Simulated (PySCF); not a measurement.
**Si2H4ClF (SMILES F[SiH]([SiH3])Cl) at 6 levels**

We compute a comparison of 6 runs (HF/STO-3G, HF/3-21G, PBE/6-31G, B3LYP/6-31G*, PBE0/def2-SVP) of Si2H4ClF. The job is set up through a Python script.

The results are computed with PySCF 2.14.0.

### 1 The structure to begin with

The species is Si2H4ClF (8 atoms), meant as a singlet with charge 0. SMILES: `F[SiH]([SiH3])Cl`. The coordinates come from a PBE0-D4/def2-TZVP relaxation.

Bond lengths: F1–Si2 1.597 Å, Si2–Si3 2.339 Å, Si2–Cl4 2.049 Å, Si2–H5 1.481 Å, Si3–H6 1.487 Å, Si3–H7 1.486 Å, Si3–H8 1.485 Å. Some angles: F1–Si2–Si3 109.8°, F1–Si2–Cl4 107.9°, Si3–Si2–Cl4 109.0°, F1–Si2–H5 107.2°, Si3–Si2–H5 115.4°, Cl4–Si2–H5 107.3°, Si2–Si3–H6 110.0°, Si2–Si3–H7 108.3°, Si2–Si3–H8 109.2°, H6–Si3–H7 109.5°.

### 2 Energy and forces at HF/STO-3G (run 1)

Input file mol.xyz:

```xyz
8

F     -1.329000     1.796800     0.161200
Si    -0.382900     0.812800    -0.667700
Si     0.539000    -0.793000     0.761300
Cl    -1.534100    -0.130100    -2.075900
H      0.596600     1.655400    -1.392300
H      1.355700    -0.131100     1.812300
H      1.403500    -1.693800    -0.044400
H     -0.556600    -1.574100     1.389600
```

Input file calc.py:

```python
# F[SiH]([SiH3])Cl
import pyscf.grad
from pyscf import gto, scf

mol = gto.M(
    atom='mol.xyz',
    spin=0,
    verbose=4,
    basis='sto-3g',
    max_memory=1860,
    charge=0,
)

mf = scf.RHF(mol)
mf.conv_tol = 1e-10
mf.kernel()
if not mf.converged:
    mf = mf.newton().run(mf.mo_coeff, mf.mo_occ)

e_tot = mf.e_tot
print('E = %.10f Eh' % e_tot)
grad = mf.Gradients().kernel()
mf.analyze()
```

On the command line:

```
$ OMP_NUM_THREADS=1 python calc.py
```

The program printed:

```text
PySCF version 2.14.0

[... 60 lines left out ...]
converged SCF energy = -1126.23689342007
[... 18 lines left out ...]
DFT Exchange-Correlation Energy =      -80.318108777462839
[... 7 lines left out ...]
MO #6   energy= -7.76303286082819  occ= 2
[... 5 lines left out ...]
MO #12  energy= -4.08017844263977  occ= 2
[... 5 lines left out ...]
MO #18  energy= -1.00397648420084  occ= 2
[... 5 lines left out ...]
MO #24  energy= -0.446297904173845 occ= 2
[... 5 lines left out ...]
MO #30  energy= 0.327341998149826  occ= 0
[... 5 lines left out ...]
MO #36  energy= 0.589123697927664  occ= 0
[... 47 lines left out ...]
Dipole moment(X, Y, Z, Debye):  2.45163,  0.29019,  1.90970
```

Run time: 2.1 s. Hardware: 1 thread of Intel Xeon at 2.70GHz, shared host; peak memory 0.12 GiB.

### 3 Energy and gradient at HF/3-21G (run 2)

Input file input.py:

```python
from pyscf import gto, scf

system = gto.M(
    atom='''
F       -1.329000       1.796800       0.161200
Si      -0.382900       0.812800      -0.667700
Si       0.539000      -0.793000       0.761300
Cl      -1.534100      -0.130100      -2.075900
H        0.596600       1.655400      -1.392300
H        1.355700      -0.131100       1.812300
H        1.403500      -1.693800      -0.044400
H       -0.556600      -1.574100       1.389600
''',
    spin=0,
    max_memory=1860,
    basis='3-21g',
    verbose=4,
)

mf = scf.RHF(system)
mf.conv_tol = 1e-10
mf.kernel()
if not mf.converged:
    mf = mf.newton().run(mf.mo_coeff, mf.mo_occ)

e_tot = mf.e_tot
print(f'total energy: {e_tot:.8f} hartree')
grad = mf.nuc_grad_method().kernel()
mf.analyze()
```

On the command line:

```
$ OMP_NUM_THREADS=1 python input.py
```

The program printed:

```text
PySCF version 2.14.0

[... 81 lines left out ...]
DFT Exchange-Correlation Energy =      -79.785767153367942
[... 9 lines left out ...]
MO #8   energy= -7.96491712525042  occ= 2
[... 7 lines left out ...]
MO #16  energy= -4.22392971772193  occ= 2
[... 7 lines left out ...]
MO #24  energy= -0.534934806000455 occ= 2
[... 7 lines left out ...]
MO #32  energy= 0.141316015612354  occ= 0
[... 7 lines left out ...]
MO #40  energy= 0.472626684755892  occ= 0
[... 7 lines left out ...]
MO #48  energy= 0.983411821347826  occ= 0
[... 7 lines left out ...]
MO #56  energy= 3.77766034539704   occ= 0
[... 67 lines left out ...]
Dipole moment(X, Y, Z, Debye):  2.70048, -0.30520,  1.28377
```

It took 2.1 s on 1 thread of Intel Xeon at 2.70GHz, shared host; peak memory 0.13 GiB.

### 4 Energy and forces at PBE/6-31G (run 3)

Input file input.py:

```python
import pyscf.grad
from pyscf import gto, dft

mol = gto.Mole()
mol.atom = '''
F     -1.329000     1.796800     0.161200
Si    -0.382900     0.812800    -0.667700
Si     0.539000    -0.793000     0.761300
Cl    -1.534100    -0.130100    -2.075900
H      0.596600     1.655400    -1.392300
H      1.355700    -0.131100     1.812300
H      1.403500    -1.693800    -0.044400
H     -0.556600    -1.574100     1.389600
'''
mol.max_memory = 1860
mol.charge = 0
mol.verbose = 4
mol.basis = '6-31g'
mol.build()

mf = dft.RKS(mol, xc='pbe')
mf.conv_tol = 1e-10
mf.grids.level = 5
mf.kernel()
if not mf.converged:
    mf = mf.newton().run(mf.mo_coeff, mf.mo_occ)

energy = mf.e_tot
print('Final energy', energy)
grad = mf.Gradients().kernel()
mf.analyze()
```

On the command line:

```
$ OMP_NUM_THREADS=1 python input.py
```

The program printed:

```text
PySCF version 2.14.0

[... 101 lines left out ...]
DFT Exchange-Correlation Energy =      -81.505885209241640
[... 9 lines left out ...]
MO #8   energy= -6.99675515113911  occ= 2
[... 7 lines left out ...]
MO #16  energy= -3.48735551935062  occ= 2
[... 7 lines left out ...]
MO #24  energy= -0.342843767791638 occ= 2
[... 7 lines left out ...]
MO #32  energy= -0.0130210402275754 occ= 0
[... 7 lines left out ...]
MO #40  energy= 0.195425384095661  occ= 0
[... 7 lines left out ...]
MO #48  energy= 0.605824175515212  occ= 0
[... 7 lines left out ...]
MO #56  energy= 1.71983750686574   occ= 0
[... 67 lines left out ...]
Dipole moment(X, Y, Z, Debye):  2.33945, -0.53802,  0.80773
```

It took 25 s on 1 thread of Intel Xeon at 2.70GHz, shared host; peak memory 0.57 GiB.

Runs 4 to 5 aren't shown in full; the table further down has their settings and results.

### 5 Energy and gradient at PBE0/def2-SVP (run 6)

Input file job.py:

```python
# F[SiH]([SiH3])Cl
from pyscf import gto, dft

system = gto.M(
    atom='''
F     -2.511446     3.395460     0.304624
Si    -0.723576     1.535969    -1.261770
Si     1.018562    -1.498553     1.438648
Cl    -2.899029    -0.245853    -3.922882
H      1.127411     3.128253    -2.631066
H      2.561902    -0.247743     3.424751
H      2.652231    -3.200818    -0.083904
H     -1.051822    -2.974618     2.625963
''',
    verbose=3,
    charge=0,
    spin=0,
    unit='bohr',
    max_memory=1860,
    basis='def2-svp',
)

ks = dft.RKS(system, xc='pbe0')
ks.grids.level = 5
ks.conv_tol = 1e-10
ks.kernel()
if not ks.converged:
    ks = ks.newton().run(ks.mo_coeff, ks.mo_occ)

energy = ks.e_tot
print('Final energy', energy)
grad = ks.nuc_grad_method().kernel()
dip = ks.dip_moment()
pop, q = ks.mulliken_pop()
```

On the command line:

```
$ OMP_NUM_THREADS=1 python job.py
```

The program printed:

```text
converged SCF energy = -1140.62830424126
Final energy -1140.628304241263
[... 8 lines left out ...]
Dipole moment(X, Y, Z, Debye):  1.46335, -0.47868,  0.41392
[... 97 lines left out ...]
charge of    7H =     -0.03065
```

Wall time 33 s (1 thread of Intel Xeon at 2.70GHz, shared host); peak memory 0.86 GiB.

### 6 The series

```csv
run,level,integration grid,Cartesian functions,energy (Eh),dipole moment (D),HOMO energy (eV),LUMO energy (eV),wall time
1,HF/STO-3G,–,no,-1126.236893,3.12,-8.88,8.91,2.1 s
2,HF/3-21G,–,no,-1133.394185,3.01,-11.47,2.87,2.1 s
3,PBE/6-31G,5,no,-1140.762114,2.53,-7.33,-1.11,25 s
4,B3LYP/6-31G* (spherical functions),5,no,-1141.524847,1.82,-8.12,-0.43,32 s
5,B3LYP/6-31G* (Cartesian functions),5,yes,-1141.532758,1.82,-8.12,-0.44,33 s
6,PBE0/def2-SVP,5,no,-1140.628304,1.59,-8.35,-0.30,33 s
```

### 7 Summary of results

| quantity | value |
| --- | --- |
| run 6: total energy | -1140.62830 Eh |
| run 6: dipole moment | 1.59 D |
| run 6: HOMO energy | -8.35 eV |
| run 6: LUMO energy | -0.30 eV |
| run 6: HOMO–LUMO gap | 8.05 eV |
| run 6: largest force on an atom | 0.994 eV/Å |

**Reading.** The dipole moment (its size) runs from 1.59 D (PBE0/def2-SVP) to 3.12 D (HF/STO-3G). The two ends differ in method and basis. The HOMO–LUMO gap runs from 6.22 eV (PBE/6-31G) to 17.78 eV (HF/STO-3G). Totals of different functionals can't be ranked against each other. In run 1 the basis is minimal, so the values are rough. All runs together took 2.1 min, the longest 33 s.
